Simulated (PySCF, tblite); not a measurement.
# C₁₅H₁₇BO: NMR shifts, part 2 of 2

tblite 0.8.0 and PySCF 2.14.0. Atoms count from 0. Earlier steps stand in the parts before.

## (5) NMR shifts: GIAO KT3/pcSseg-2

What the job is given:

```
{"job": {"kind": "nmr", "xc": "KT3", "basis": "pcSseg-2", "pop": false}, "charge": 0, "multiplicity": 1}
C     -0.687762    -3.100477     1.722951
C     -0.555383    -2.632403     0.286441
C     -1.356491    -3.480941    -0.682423
O     -1.031447    -1.298120     0.199274
B     -0.311106    -0.195696    -0.121023
C      1.250869    -0.233299    -0.340525
C      2.134646    -0.698089     0.647793
C      3.513097    -0.704274     0.443398
C      4.039791    -0.258475    -0.768390
C      3.182266     0.203524    -1.765608
C      1.805754     0.225648    -1.546718
C     -1.132867     1.131585    -0.277553
C     -2.538508     1.099863    -0.273275
C     -3.287219     2.265215    -0.405118
C     -2.641119     3.495871    -0.538101
C     -1.248132     3.553653    -0.537606
C     -0.505257     2.381278    -0.409545
H     -0.090563    -2.470754     2.398921
H     -0.343630    -4.140244     1.826635
H     -1.738476    -3.045734     2.046906
H      0.507878    -2.657069    -0.008494
H     -1.234542    -3.113015    -1.711615
H     -1.024191    -4.529106    -0.647617
H     -2.427265    -3.445194    -0.428712
H      1.740396    -1.050930     1.605410
H      4.180189    -1.060328     1.232533
H      5.120015    -0.267882    -0.933864
H      3.588956     0.556065    -2.716847
H      1.145206     0.606001    -2.331461
H     -3.039455     0.134669    -0.163121
H     -4.379350     2.219725    -0.402926
H     -3.226994     4.413230    -0.639645
H     -0.740329     4.516518    -0.635216
H      0.586860     2.434857    -0.404602
```

With the program's defaults for keys left out, this is: GIAO KT3/pcSseg-2 NMR shielding, non-relativistic, gas phase.

The program printed:

```text
nearly dependent basis: matrix products in double precision
start: PBE on a coarse grid of 27464 points
cycle   1  E = -681.0543259542  dE =  1.982e+00  |g| = 1.040e+00  |ddm| = 4.230e+00
cycle   2  E = -680.4382329824  dE =  6.161e-01  |g| = 1.942e+00  |ddm| = 3.235e+00
cycle   3  E = -681.2692375573  dE = -8.310e-01  |g| = 4.850e-01  |ddm| = 2.657e+00
cycle   4  E = -681.3175195694  dE = -4.828e-02  |g| = 1.000e-01  |ddm| = 4.224e-01
cycle   5  E = -681.3186626247  dE = -1.143e-03  |g| = 6.724e-02  |ddm| = 1.555e-01
cycle   6  E = -681.3196292847  dE = -9.667e-04  |g| = 3.417e-02  |ddm| = 9.111e-02
cycle   7  E = -681.3199662445  dE = -3.370e-04  |g| = 6.363e-03  |ddm| = 3.151e-02
final grid: 252753 points
cycle   8  E = -693.3332694646  dE = -6.104e-02  |g| = 1.470e-01  |ddm| = 6.807e+00
cycle   9  E = -693.3145887414  dE =  1.868e-02  |g| = 3.436e-01  |ddm| = 4.036e-01
cycle  10  E = -693.3369729210  dE = -2.238e-02  |g| = 2.194e-02  |ddm| = 2.655e-01
cycle  11  E = -693.3370110096  dE = -3.809e-05  |g| = 1.793e-02  |ddm| = 3.926e-02
cycle  12  E = -693.3370981797  dE = -8.717e-05  |g| = 5.102e-03  |ddm| = 1.863e-02
cycle  13  E = -693.3371054072  dE = -7.227e-06  |g| = 1.320e-03  |ddm| = 5.592e-03
cycle  14  E = -693.3371057924  dE = -3.852e-07  |g| = 5.549e-04  |ddm| = 1.673e-03
cycle  15  E = -693.3371058650  dE = -7.265e-08  |g| = 2.527e-04  |ddm| = 6.883e-04
cycle  16  E = -693.3371058839  dE = -1.889e-08  |g| = 4.534e-05  |ddm| = 2.806e-04
converged SCF energy = -693.3371058839

GIAO shielding tensors (ppm)
atom      isotropic    diamagn.    paramagn.     s11        s22        s33       span
  0 C      154.683     242.087     -87.405    137.930    145.401    180.717     42.787
  1 C      108.029     250.993    -142.964     78.914     96.163    149.009     70.095
  2 C      155.783     239.423     -83.641    138.849    146.788    181.711     42.863
  3 O      112.483     407.196    -294.713    -25.699     91.146    272.001    297.700
  4 B       60.519     209.449    -148.930     39.672     54.274     87.613     47.941
  5 C       46.252     265.877    -219.625    -42.062     -0.295    181.113    223.175
  6 C       51.637     268.274    -216.637    -55.843     43.910    166.845    222.687
  7 C       56.222     258.054    -201.831    -49.569     49.316    168.920    218.488
  8 C       54.598     256.552    -201.954    -49.441     44.592    168.644    218.085
  9 C       55.771     257.607    -201.836    -50.122     48.380    169.056    219.177
 10 C       48.461     267.667    -219.206    -61.081     39.321    167.143    228.224
 11 C       46.645     264.109    -217.464    -37.579     -7.541    185.055    222.634
 12 C       48.794     264.731    -215.937    -59.886     34.707    171.560    231.447
 13 C       56.122     257.201    -201.079    -48.732     50.078    167.021    215.753
 14 C       52.008     255.618    -203.610    -52.668     41.918    166.775    219.443
 15 C       56.172     257.467    -201.295    -49.005     50.559    166.963    215.968
 16 C       43.938     267.555    -223.617    -62.375     28.671    165.519    227.895
 17 H       29.840      34.897      -5.057     25.521     29.498     34.501      8.979
 18 H       30.145      27.564       2.581     26.483     27.486     36.466      9.983
 19 H       29.934      31.186      -1.253     26.910     28.587     34.303      7.393
 20 H       26.502      39.165     -12.663     22.212     25.327     31.968      9.756
 21 H       30.191      32.639      -2.447     26.141     29.376     35.058      8.917
 22 H       30.365      26.683       3.682     26.559     27.787     36.750     10.192
 23 H       30.040      30.220      -0.180     27.417     28.043     34.660      7.243
 24 H       23.786      41.216     -17.430     19.730     22.636     28.992      9.261
 25 H       23.963      28.323      -4.360     20.762     23.885     27.243      6.481
 26 H       23.949      22.843       1.106     20.886     24.443     26.517      5.631
 27 H       23.939      27.834      -3.895     20.880     23.901     27.037      6.157
 28 H       23.880      40.027     -16.147     20.342     21.992     29.306      8.964
 29 H       23.038      39.018     -15.980     18.524     21.220     29.371     10.848
 30 H       23.985      26.212      -2.227     20.592     24.008     27.355      6.763
 31 H       23.971      21.703       2.268     20.811     24.314     26.787      5.976
 32 H       24.118      28.299      -4.181     20.634     23.957     27.764      7.130
 33 H       23.910      41.426     -17.515     18.899     21.384     31.448     12.548
```

Wall time 76 s (2 threads of Arm Neoverse V1, shared host); peak memory 1.6 GiB.

## (6) NMR shifts: GIAO PBE0/pcSseg-1 in chloroform

The job, as its differences from that of step 5:

```diff
@@ -1,2 +1,2 @@
-{"job": {"kind": "nmr", "xc": "KT3", "basis": "pcSseg-2", "pop": false}, "charge": 0, "multiplicity": 1}
+{"job": {"kind": "nmr", "xc": "PBE0", "basis": "pcSseg-1", "pop": false, "solvent": "chloroform"}, "charge": 0, "multiplicity": 1}
 C     -0.687762    -3.100477     1.722951
```

Method: GIAO PBE0/pcSseg-1 NMR shielding, non-relativistic, IEF-PCM chloroform.

The program printed:

```text
start: PBE on a coarse grid of 27464 points
cycle   1  E = -680.6392074733  dE =  2.001e+00  |g| = 9.580e-01  |ddm| = 5.702e+00
cycle   2  E = -680.2155503193  dE =  4.237e-01  |g| = 1.693e+00  |ddm| = 2.645e+00
cycle   3  E = -680.8283883828  dE = -6.128e-01  |g| = 4.340e-01  |ddm| = 1.941e+00
cycle   4  E = -680.8668124544  dE = -3.842e-02  |g| = 6.058e-02  |ddm| = 3.780e-01
cycle   5  E = -680.8674747980  dE = -6.623e-04  |g| = 2.996e-02  |ddm| = 8.322e-02
cycle   6  E = -680.8676390992  dE = -1.643e-04  |g| = 1.513e-02  |ddm| = 3.922e-02
cycle   7  E = -680.8676975554  dE = -5.846e-05  |g| = 4.638e-03  |ddm| = 1.813e-02
final grid: 252753 points
cycle   8  E = -681.0837387909  dE = -9.491e-03  |g| = 5.831e-02  |ddm| = 5.386e-01
cycle   9  E = -681.0832117366  dE =  5.271e-04  |g| = 8.101e-02  |ddm| = 1.060e-01
cycle  10  E = -681.0844771807  dE = -1.265e-03  |g| = 1.213e-02  |ddm| = 6.315e-02
cycle  11  E = -681.0845035245  dE = -2.634e-05  |g| = 2.620e-03  |ddm| = 1.238e-02
cycle  12  E = -681.0845070204  dE = -3.496e-06  |g| = 8.196e-04  |ddm| = 2.917e-03
cycle  13  E = -681.0845072249  dE = -2.046e-07  |g| = 3.694e-04  |ddm| = 1.239e-03
cycle  14  E = -681.0845072230  dE =  1.940e-09  |g| = 9.400e-05  |ddm| = 4.439e-04
converged SCF energy = -681.0845072230

GIAO shielding tensors (ppm)
atom      isotropic    diamagn.    paramagn.     s11        s22        s33       span
  0 C      158.287     248.726     -90.438    140.983    149.710    184.169     43.186
  1 C      113.929     240.689    -126.760     84.557    100.610    156.622     72.065
  2 C      159.036     247.264     -88.228    141.248    150.905    184.956     43.709
  3 O      118.003     403.732    -285.730    -33.776     95.456    292.329    326.105
  4 B       57.958     196.818    -138.860     33.599     50.737     89.539     55.939
  5 C       42.085     263.865    -221.780    -54.046     -6.944    187.245    241.291
  6 C       46.476     255.133    -208.657    -68.221     32.123    175.526    243.747
  7 C       51.224     254.349    -203.125    -61.724     38.187    177.208    238.932
  8 C       49.252     255.833    -206.581    -61.919     32.632    177.042    238.961
  9 C       50.931     254.755    -203.824    -61.985     37.481    177.298    239.283
 10 C       43.570     254.295    -210.725    -73.494     29.022    175.183    248.677
 11 C       42.667     260.002    -217.336    -48.878    -14.525    191.403    240.281
 12 C       43.654     252.813    -209.160    -72.455     24.857    178.559    251.014
 13 C       51.398     254.692    -203.294    -60.423     39.109    175.508    235.930
 14 C       46.398     255.498    -209.101    -65.376     29.247    175.321    240.697
 15 C       51.360     253.971    -202.611    -60.810     39.554    175.336    236.146
 16 C       38.744     255.063    -216.318    -75.374     19.125    172.483    247.856
 17 H       29.587      32.282      -2.696     25.037     29.129     34.594      9.558
 18 H       29.998      28.305       1.693     26.156     26.981     36.856     10.700
 19 H       29.677      30.465      -0.788     26.268     28.249     34.513      8.245
 20 H       26.715      33.782      -7.066     22.132     25.485     32.529     10.398
 21 H       30.000      30.883      -0.883     25.648     29.109     35.242      9.594
 22 H       30.194      27.610       2.584     26.106     27.368     37.109     11.003
 23 H       29.747      29.783      -0.037     26.771     27.617     34.853      8.081
 24 H       23.385      35.837     -12.451     19.033     22.431     28.692      9.659
 25 H       23.524      30.055      -6.531     20.023     23.789     26.760      6.738
 26 H       23.508      27.935      -4.427     20.196     24.413     25.915      5.719
 27 H       23.508      29.812      -6.303     20.151     23.809     26.565      6.414
 28 H       23.580      35.248     -11.667     19.966     21.607     29.167      9.201
 29 H       22.720      35.603     -12.883     17.726     21.251     29.182     11.456
 30 H       23.527      29.331      -5.804     19.809     23.966     26.806      6.997
 31 H       23.519      27.418      -3.899     20.096     24.317     26.145      6.050
 32 H       23.674      30.083      -6.409     19.853     23.880     27.290      7.437
 33 H       23.617      35.931     -12.314     18.294     21.199     31.360     13.066
```

Wall time 28 s (2 threads of Arm Neoverse V1, shared host); peak memory 1.3 GiB.

## (7) Summary of results

This closing draws on all 2 parts.

```
                                                               quantity                                       value
                                                            point group                                          C1
                                   rotational constants (main isotopes)                        0.55, 0.36, 0.24 GHz
13C shifts against TMS (PBE0/pcSseg-2, means over atoms taken as alike)  147.5, 145.5, 140.0, 136.8, 72.7, 26.7 ppm
 1H shifts against TMS (PBE0/pcSseg-2, means over atoms taken as alike)            8.01, 7.70, 7.66, 4.72, 1.28 ppm
                                 17O shifts against H2O (PBE0/pcSseg-2)                                   211.4 ppm
                            11B shifts against BF3·OEt2 (PBE0/pcSseg-2)                                    43.3 ppm
                               measured, and computed on the same scale                         B4 δ 44.8, 43.3 ppm
```

Over 10 steps the energy fell by 0.110 eV; of the close pairs, O3–B4 changed most, 1.333 to 1.355 Å (PBE0/def2-SVP). No frequency check was run at this level, so the end point may be a saddle. At PBE0/pcSseg-2: The widest tensor belongs to O3: span 319 ppm, with a paramagnetic part of -289 ppm. The one measured 11B shift is missed by -1.5 ppm (computed less measured, unscaled). Vibration, temperature and solvent are missing from the calculation, and it holds one conformer, so part of the miss against the measured shifts is not the functional's. NICS(1)zz of -29 ppm above the planar ring from C5 marks a diatropic (aromatic) ring current.
